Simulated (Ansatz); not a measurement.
TaVN2:

```
CELL_PARAMETERS angstrom
3.04987 0.00000 0.00000
0.00000 3.04987 0.00000
0.00000 0.00000 4.29606
ATOMIC_POSITIONS crystal
Ta 0.00000 0.00000 0.00000
V 0.50000 0.50000 0.50000
N 0.50000 0.50000 0.00000
N 0.00000 0.00000 0.50000
```

The cell comes from a database or a generator and needn't be the stable form of this composition.

Base run:

* Program: Ansatz 0.2.0
* Functional: PBEsol
* Potentials or basis: all-electron LAPW, inner shells corrected to Dirac's equation
* Cutoff: 350 eV
* Density cutoff: 1399 eV
* Basis error allowed: 0.002 eV/atom
* k mesh: 9 × 9 × 6
* Occupations: fermi-dirac, width 0.05 eV
* Spin: collinear spin, ferromagnetic start
* Starting moments: [0.0, 2.0, 0.0, 0.0] μB

Its results: pressure -11.1 GPa; net moment 0.93 μB per cell; site moments Ta -0.04; V +0.87; N +0.01, +0.02 μB.

After a change of settings the same cell gave: pressure -1.8 GPa; net moment 0.80 μB per cell; site moments Ta -0.04; V +0.76; N +0.01 μB. Which change was it?
A. potentials or basis from all-electron LAPW, inner shells corrected to Dirac's equation to all-electron LAPW, non-relativistic
B. functional from PBEsol to PBE; potentials or basis from all-electron LAPW, inner shells corrected to Dirac's equation to all-electron LAPW, scalar-relativistic
C. functional from PBEsol to LDA; potentials or basis from all-electron LAPW, inner shells corrected to Dirac's equation to all-electron LAPW, scalar-relativistic
D. potentials or basis from all-electron LAPW, inner shells corrected to Dirac's equation to all-electron LAPW, scalar-relativistic

A.

Caveats: relativity is left out, which matters for the heavier elements (some runs).

Not every run made on this cell is shown here.
